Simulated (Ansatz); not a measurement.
**C2H7GeNO: geometry optimisation, by script**

What geometry does C2H7GeNO take? Wanted for C2H7GeNO: a geometry optimisation. SMILES: C[N](C)[Ge][OH].

All numbers are computed with Ansatz 0.2.0 through its Python package. Level of theory: PBE0/def2-SVP.

### 1 Starting point

Bond lengths: C1–N2 1.436 Å, N2–C3 1.437 Å, N2–Ge4 1.906 Å, Ge4–O5 1.722 Å, C1–H6 1.118 Å, C1–H7 1.155 Å, C1–H8 1.065 Å, C3–H9 1.073 Å, C3–H10 1.135 Å, C3–H11 1.138 Å, O5–H12 1.010 Å. Angles (14 of 17 angles, heavy atoms first): C1–N2–C3 108.2°, C1–N2–Ge4 110.6°, C3–N2–Ge4 106.9°, N2–Ge4–O5 112.1°, N2–C1–H6 114.5°, N2–C1–H7 108.3°, N2–C1–H8 113.7°, N2–C3–H9 113.2°, N2–C3–H10 111.8°, N2–C3–H11 112.1°, Ge4–O5–H12 107.1°, H6–C1–H7 103.6°, H6–C1–H8 109.6°, H7–C1–H8 106.3°.

c2h7geno.xyz, read by the script:

```xyz
12

C    -1.00010    0.23560    0.77130
N    -0.58420   -0.58130   -0.33390
C     0.59780   -1.29840    0.05750
Ge   -0.10710    0.50360   -1.82700
O     1.13380    1.63320   -1.43860
H    -0.27020    1.03190    1.06080
H    -1.93600    0.83050    0.44930
H    -1.28190   -0.32260    1.63390
H     0.98100   -1.93530   -0.71660
H     0.41170   -1.95660    0.96270
H     1.43910   -0.59820    0.36930
H     0.69320    2.40250   -0.95470
```

### 2 The script

Contents of opt.py:

```python
"""Geometry optimisation of C2H7GeNO."""

from dataclasses import dataclass

import ansatz as az
import numpy as np


@dataclass(frozen=True)
class RunConfig:
    basis_set: str = "def2-SVP"
    xc: str = "pbe0"


settings = RunConfig()

c2h7geno = az.Crystal.molecule_from_extxyz("c2h7geno.xyz")

calc = (
    c2h7geno.calculation()
    .basis(gaussian=settings.basis_set)  # the orbital basis, by name
    .functional(settings.xc)
)
symbols = [site.symbol for site in c2h7geno.cartesian_sites]
start = np.array([site.position_ang for site in c2h7geno.cartesian_sites], dtype=float)
def progress(event):
    if event["event"] == "relax_step":
        row = event["data"]
        print(f"step {row['step']:3d}  E = {row['lagrangian_ev']:.6f} eV  largest force component {row['allowed_force_max_ev_ang']:.4f} eV/A")


data = calc.relax(force_tolerance=0.005).session().plan().execute(on_event=progress).report
end = np.array(data["positions_ang"])

print(f"E = {data['free_energy_ev']:.6f} eV = {data['free_energy_ev'] / 27.211386246:.7f} Ha")
print("converged:", data["converged"], " doubts:", data["published_state_doubts"] or "none")

print("final positions (A) and the move of each atom")
for symbol, xyz, old in zip(symbols, end, start):
    print(f"{symbol:2s} {xyz[0]:10.5f} {xyz[1]:10.5f} {xyz[2]:10.5f}   {np.linalg.norm(xyz - old):7.4f}")

charges = data["charge_distribution"]
dipole = np.array(charges["dipole_moment_e_ang"]) * 4.803205
print("dipole (D): {:.3f} {:.3f} {:.3f}, length {:.3f}".format(*dipole, np.linalg.norm(dipole)))
print("atom  Mulliken   Lowdin")
for symbol, m, l in zip(symbols, charges["mulliken_charges_e"], charges["lowdin_charges_e"]):
    print(f"{symbol:4s} {m:9.3f} {l:8.3f}")
with open("c2h7geno_opt.xyz", "w") as handle:
    handle.write(f"{len(symbols)}\nrelaxed C2H7GeNO\n")
    handle.writelines(f"{s:2s} {x:11.6f} {y:11.6f} {z:11.6f}\n" for s, (x, y, z) in zip(symbols, end))
```

### 3 The calls as engine input

The engine receives this input:

```yaml
crystal:
  periodic: [false, false, false]
  atoms:
    - { symbol: C, position_ang: [-1.0001, 0.2356, 0.7713] }
    - { symbol: "N", position_ang: [-0.5842, -0.5813, -0.3339] }
    - { symbol: C, position_ang: [0.5978, -1.2984, 0.0575] }
    - { symbol: Ge, position_ang: [-0.1071, 0.5036, -1.827] }
    - { symbol: O, position_ang: [1.1338, 1.6332, -1.4386] }
    - { symbol: H, position_ang: [-0.2702, 1.0319, 1.0608] }
    - { symbol: H, position_ang: [-1.936, 0.8305, 0.4493] }
    - { symbol: H, position_ang: [-1.2819, -0.3226, 1.6339] }
    - { symbol: H, position_ang: [0.981, -1.9353, -0.7166] }
    - { symbol: H, position_ang: [0.4117, -1.9566, 0.9627] }
    - { symbol: H, position_ang: [1.4391, -0.5982, 0.3693] }
    - { symbol: H, position_ang: [0.6932, 2.4025, -0.9547] }
basis:
  gaussian:
    orbitals: def2-SVP
hamiltonian:
  xc: pbe0
relax:
  f_tol: 0.005
```

### 4 Launch

Launch:

```bash
python opt.py
```

**Question.** What results will this script give? Wanted: total energy; dipole moment; moves of the relaxation; energy gained; last largest force component.

**Answer**, as computed:

| quantity | value |
| --- | --- |
| total energy | -62219.0509 eV |
| dipole moment | 2.76 D |
| moves of the relaxation | 20 |
| energy gained | 1.616 eV |
| last largest force component | 0.0036 eV/Å |

What this shows: The relaxation took 20 moves; the largest shift is 1.464 Å, of atom 5 (O). So large a move can change the bonding: the results belong to the relaxed structure. The end point is the stationary point reached from this start; no frequency run checks that it is a minimum, and the basis set is modest. The Löwdin charges here are taken after orthogonalising the functions within each atom; they differ from plain Löwdin charges, and their signs can be unphysical.
